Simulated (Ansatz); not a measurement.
# LaZn: stress in a strained cell

Aim: deform LaZn (zz strain of -1 %) and compute stress, forces and field gradients with LAPW, PAW and all-electron datasets made for the crystal.

Computed with Ansatz 0.2.0 (DFT LDA, scalar-relativistic, unless a step's input says otherwise).

2 further runs of the same task are left out: 2 set aside as unsound or not needed.

## (1) Starting point

It takes space group Pm-3m (No. 221, cubic). Conventional cell: a = 3.750 Å, b = 3.750 Å, c = 3.750 Å, α = 90.00°, β = 90.00°, γ = 90.00°. La (site symmetry m-3m) is surrounded by 8 Zn at 3.25 Å. Zn (site symmetry m-3m) has 8 La at 3.25 Å as nearest neighbours.

As a file:

```
La Zn
1.0
     3.75000    0.00000    0.00000
     0.00000    3.75000    0.00000
     0.00000    0.00000    3.75000
La Zn
1 1
Direct
  0.50000 0.50000 0.50000
  0.00000 0.00000 0.00000
```

Atoms are numbered in the order of the input: La1, Zn2.

## (2) The deformed structure

Space group Pm-3m before, P4/mmm after.

## (3) Full-potential LAPW

input.yaml

```yaml
crystal:
  lattice:
    - [3.75, 0.0, 0.0]
    - [0.0, 3.75, 0.0]
    - [0.0, 0.0, 3.7125]
  atoms:
    - { symbol: La, position: [0.5, 0.5, 0.5] }
    - { symbol: Zn, position: [0.0, 0.0, 0.0] }
kpoints:
  mp_grid: { grid: [9, 9, 9] }
  band_path:
    path:
      - [0.0, 0.0, 0.0]
      - [0.0, 0.5, 0.0]
      - [0.5, 0.5, 0.0]
      - [0.0, 0.0, 0.0]
      - [0.0, 0.0, 0.5]
      - [0.0, 0.5, 0.5]
      - [0.5, 0.5, 0.5]
      - [0.0, 0.0, 0.5]
      - [0.0, 0.5, 0.0]
    npoints: 5
scf:
  occupations: { method: fermi_dirac, width: 0.05 }
hamiltonian:
  xc: lda
  pseudopotentials: { kind: all_electron, lapw: { basis_error: 0.001 } }
output:
  forces: true
  stress: true
  eigenvalues: true
```

Command:

```
> ansatz run input.yaml --threads 1 --pin off --max-ram 3072MiB --backend cpu --events-out ev --progress --plain --runs-dir out
```

## (4) PAW on the default files

input.yaml

```yaml
crystal:
  lattice:
    - [3.75, 0.0, 0.0]
    - [0.0, 3.75, 0.0]
    - [0.0, 0.0, 3.7125]
  atoms:
    - { symbol: La, position: [0.5, 0.5, 0.5] }
    - { symbol: Zn, position: [0.0, 0.0, 0.0] }
kpoints:
  mp_grid: { grid: [9, 9, 9] }
scf:
  occupations: { method: fermi_dirac, width: 0.05 }
hamiltonian:
  xc: lda
  pseudopotentials: { kind: paw }
output:
  forces: true
  stress: true
  eigenvalues: true
  efg: { contact_densities: true }
```

## (5) Datasets made for this crystal

input.yaml, as its differences from that of step 4:

```diff
@@ -14,3 +14,3 @@
   xc: lda
-  pseudopotentials: { kind: paw }
+  pseudopotentials: { kind: all_electron, datasets: crystal }
 output:
```

(Steps that only read results are left out.)

Before running it: what results should come out? Wanted: pressure; largest shear or deviatoric stress.

As calculated:

```
                                 quantity                                              value
                                 pressure  LAPW -3.61, PAW -3.62, crystal datasets -3.61 GPa
largest shear or deviatoric stress (LAPW)                                           0.18 GPa
```

**Reading.** Against the undeformed cell the largest change of stress is +0.60 GPa, in the zz component, with the atoms carried along and not relaxed. PAW: stress within 0.02 GPa of LAPW. Crystal datasets: stress within 0.01 GPa of LAPW. Spin-orbit coupling is left out, though the cell holds La; in elements this heavy it can shift bands and gaps by tenths of an eV.
